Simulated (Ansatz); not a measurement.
# Ba4Ti5Cl4O12: the cost of one run

All numbers below are computed with Ansatz 0.2.0 (DFT PBE, plane waves, PAW, scalar-relativistic, no spin polarisation).

## 1. The starting structure

The cell holds 25 atoms (Ba4Cl4O12Ti5): a = 5.668 Å, b = 8.015 Å, c = 17.251 Å, α = 90.00°, β = 90.00°, γ = 90.00°.

As a file:

```xyz
25
Lattice="5.6677 0.0000 0.0000 0.0000 8.0154 0.0000 0.0000 0.0000 17.2508" Properties=species:S:1:pos:R:3 pbc="T T T"
Ba    2.8339    2.0038    1.0000
Ti    0.0000    0.0000    1.0000
O     1.4169    0.0000    2.4169
O     4.2508    0.0000    2.4169
O     0.0000    2.0038    1.0000
Ba    0.0000    2.0038    3.8339
Ti    2.8339    0.0000    3.8339
O     4.2508    0.0000    5.2508
O     1.4169    0.0000    5.2508
O     2.8339    2.0038    3.8339
Ba    2.8339    6.0115    1.0000
Ti    0.0000    4.0077    1.0000
O     1.4169    4.0077    2.4169
O     4.2508    4.0077    2.4169
O     0.0000    6.0115    1.0000
Ba    0.0000    6.0115    3.8339
Ti    2.8339    4.0077    3.8339
O     4.2508    4.0077    5.2508
O     1.4169    4.0077    5.2508
O     2.8339    6.0115    3.8339
Ti    4.2381    5.9103    9.0508
Cl    5.5572    4.3459    8.3282
Cl    4.9330    7.8331    8.3282
Cl    2.2255    5.5503    8.3282
Cl    4.2381    5.9103   11.2208
```

## 2. End point A

File input.yaml:

```yaml
crystal:
  lattice:
    - [5.667718, 0.0, 0.0]
    - [0.0, 8.015363, 0.0]
    - [0.0, 0.0, 17.250788]
  atoms:
    - { symbol: Ba, position: [0.5, 0.25, 0.0579684] }
    - { symbol: Ti, position: [0.0, 0.0, 0.0579684] }
    - { symbol: O, position: [0.25, 0.0, 0.1401054] }
    - { symbol: O, position: [0.75, 0.0, 0.1401054] }
    - { symbol: O, position: [0.0, 0.25, 0.0579684] }
    - { symbol: Ba, position: [0.0, 0.25, 0.2222425] }
    - { symbol: Ti, position: [0.5, 0.0, 0.2222425] }
    - { symbol: O, position: [0.75, 0.0, 0.3043796] }
    - { symbol: O, position: [0.25, 0.0, 0.3043796] }
    - { symbol: O, position: [0.5, 0.25, 0.2222425] }
    - { symbol: Ba, position: [0.5, 0.75, 0.0579684] }
    - { symbol: Ti, position: [0.0, 0.5, 0.0579684] }
    - { symbol: O, position: [0.25, 0.5, 0.1401054] }
    - { symbol: O, position: [0.75, 0.5, 0.1401054] }
    - { symbol: O, position: [0.0, 0.75, 0.0579684] }
    - { symbol: Ba, position: [0.0, 0.75, 0.2222425] }
    - { symbol: Ti, position: [0.5, 0.5, 0.2222425] }
    - { symbol: O, position: [0.75, 0.5, 0.3043796] }
    - { symbol: O, position: [0.25, 0.5, 0.3043796] }
    - { symbol: O, position: [0.5, 0.75, 0.2222425] }
    - { symbol: Ti, position: [0.74776, 0.7373719, 0.5246594] }
    - { symbol: Cl, position: [0.9804941, 0.5421932, 0.4827709] }
    - { symbol: Cl, position: [0.8703668, 0.9772622, 0.4827709] }
    - { symbol: Cl, position: [0.392666, 0.6924534, 0.4827709] }
    - { symbol: Cl, position: [0.74776, 0.7373719, 0.6504508] }
basis:
  ecutwfc: 420.0
kpoints:
  mp_grid: { grid: [2, 2, 1] }
hamiltonian:
  xc: pbe
  pseudopotentials: { kind: paw, azcp: { folder: soft_1 } }
scf:
  occupations: { method: gaussian, width: 0.05 }
  lower_state_search: "off"
relax:
  f_tol: 0.03
  max_steps: 60
  adjacent_minimum: "off"
  constraints: [{ sites: [0, 1, 4, 10, 11, 14] }]
```

On the command line:

```console
$ ansatz run input.yaml --threads 4 --pin off --max-ram 10240MiB --backend cpu --events-out ev --progress --plain --runs-dir out
```

What time and memory should one allow on 4 threads of Intel Xeon Platinum 8259CL at 2.50GHz (Skylake/Cascade Lake), shared host?

About 2.4 min, with a peak of 2.1 GiB.
